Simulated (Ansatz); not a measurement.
# ClF2H3O3Ta: the cost of one run

All numbers below are computed with Ansatz 0.2.0 (UKS PBE/def2-SVP).

### 1 The system as given

Bond lengths: Ta1–F2 2.180 Å, Ta1–O3 2.020 Å, O3–H4 1.010 Å, Ta1–O5 2.020 Å, O5–H6 1.010 Å, Ta1–Cl7 2.470 Å, Ta1–O8 2.020 Å, O8–H9 1.010 Å. Angles: F2–Ta1–O3 90.0°, F2–Ta1–O5 90.0°, F2–Ta1–Cl7 120.0°, F2–Ta1–O8 120.0°, O3–Ta1–O5 180.0°, O3–Ta1–Cl7 90.0°, O3–Ta1–O8 90.0°, O5–Ta1–Cl7 90.0°, O5–Ta1–O8 90.0°, Cl7–Ta1–O8 120.0°, Ta1–O3–H4 109.5°, Ta1–O5–H6 109.5°, Ta1–O8–H9 109.5°.

Coordinates:

```xyz
10

Ta    0.0000    0.0000    0.0000
F     2.1800    0.0000    0.0000
O     0.0000    0.0000    2.0200
H    -0.2547   -0.9174    2.3571
O     0.0000    0.0000   -2.0200
H    -0.6343   -0.7100   -2.3571
Cl   -1.2350    2.1390    0.0000
O    -1.0100   -1.7493    0.0000
H    -1.6563   -1.7655    0.7760
F     3.6200    0.0000    0.0000
```

### 2 Pulling towards end A

Springs on the bonds that form and break draw the guess towards this end; the thresholds are loose.

Contents of input.yaml:

```yaml
crystal:
  periodic: [false, false, false]
  atoms:
    - { symbol: Ta, position_ang: [0.0, 0.0, 0.0] }
    - { symbol: F, position_ang: [2.18, 0.0, 0.0] }
    - { symbol: O, position_ang: [0.0, 0.0, 2.02] }
    - { symbol: H, position_ang: [-0.2547, -0.9174, 2.3571] }
    - { symbol: O, position_ang: [0.0, 0.0, -2.02] }
    - { symbol: H, position_ang: [-0.6343, -0.71, -2.3571] }
    - { symbol: Cl, position_ang: [-1.235, 2.139, 0.0] }
    - { symbol: O, position_ang: [-1.01, -1.7493, 0.0] }
    - { symbol: H, position_ang: [-1.6563, -1.7655, 0.776] }
    - { symbol: F, position_ang: [3.62, 0.0, 0.0] }
magnetization:
  spin_polarized: true
  initial_magnetization: 1
basis:
  gaussian: { orbitals: def2-SVP }
hamiltonian:
  xc: pbe
relax:
  f_tol: 0.15
  max_steps: 25
  restrain:
    - { distance: [1, 9], at: 2.34, k: 30.0 }
    - { distance: [0, 1], at: 1.93, k: 30.0 }
output:
  orbitals: {}
```

The run is started by

```console
$ ansatz run input.yaml --threads 4 --pin off --max-ram 5120MiB --backend cpu --events-out ev --progress --plain --runs-dir out
```

What time and memory should one allow on 4 threads of AMD EPYC 7B13 (Zen 3), shared host?

About 49 s, with a peak of 0.38 GiB.
